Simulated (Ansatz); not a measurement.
# Cl2FH3O3W: the cost of one run

Method: the settings change from run to run; program: Ansatz 0.2.0, Gaussian basis.

**1. The molecule**

The structure was relaxed beforehand with PBE0-D4 in a triple-zeta def2 set. W takes a core potential in def2 sets; no spin-orbit term is included.

SMILES `[OH][W]([OH])([OH])([F])([Cl])[Cl]`, 10 atoms, charge 0, spin multiplicity 1.

Atoms are counted from 1 here; the program's logs count them from 0.

Bond lengths: O1–W2 1.846 Å, O1–H8 0.959 Å, W2–O3 1.863 Å, W2–O4 1.863 Å, W2–F5 1.896 Å, W2–Cl6 2.306 Å, W2–Cl7 2.360 Å, O3–H9 0.961 Å, O4–H10 0.961 Å. Angles: W2–O1–H8 134.2°, O1–W2–O3 97.5°, O1–W2–O4 97.5°, O1–W2–F5 171.6°, O1–W2–Cl6 92.0°, O1–W2–Cl7 85.4°, O3–W2–O4 164.9°, O3–W2–F5 82.5°, O3–W2–Cl6 90.2°, O3–W2–Cl7 90.2°, O4–W2–F5 82.5°, O4–W2–Cl6 90.2°, O4–W2–Cl7 90.2°, F5–W2–Cl6 96.4°, F5–W2–Cl7 86.2°, Cl6–W2–Cl7 177.3°, W2–O3–H9 125.7°, W2–O4–H10 125.7°.

**2. HF/def2-SVPD**

This run has multiplicity 3.

Contents of in.yaml:

```yaml
crystal:
  periodic: [false, false, false]
  atoms:
    - {symbol: O, position_ang: [-0.958758, -1.576696, -0.203404]}
    - {symbol: W, position_ang: [-0.096309, 0.030314, 0.082229]}
    - {symbol: O, position_ang: [0.978076, -0.517945, 1.502661]}
    - {symbol: O, position_ang: [-0.922166, 0.996563, -1.280427]}
    - {symbol: F, position_ang: [0.979062, 1.588307, 0.195840]}
    - {symbol: Cl, position_ang: [-1.716815, 0.726309, 1.567408]}
    - {symbol: Cl, position_ang: [1.506471, -0.776024, -1.450862]}
    - {symbol: H, position_ang: [-0.777160, -2.346632, -0.746186]}
    - {symbol: H, position_ang: [1.687513, -0.005501, 1.899875]}
    - {symbol: H, position_ang: [-0.679916, 1.881316, -1.567143]}
basis:
  gaussian: {orbitals: def2-SVPD}
magnetization: {spin_polarized: true, initial_magnetization: 2}
hamiltonian: {xc: {name: HF}}
output: {forces: true}
```

Launch:

```sh
ansatz run in.yaml --threads 2 --pin off --events-out ev --progress --plain --max-ram 20480MiB --backend cpu
```

What time and memory should one allow on 2 threads of AMD EPYC 7R13, shared host?

About 3.2 min, with a peak of 1.1 GiB.
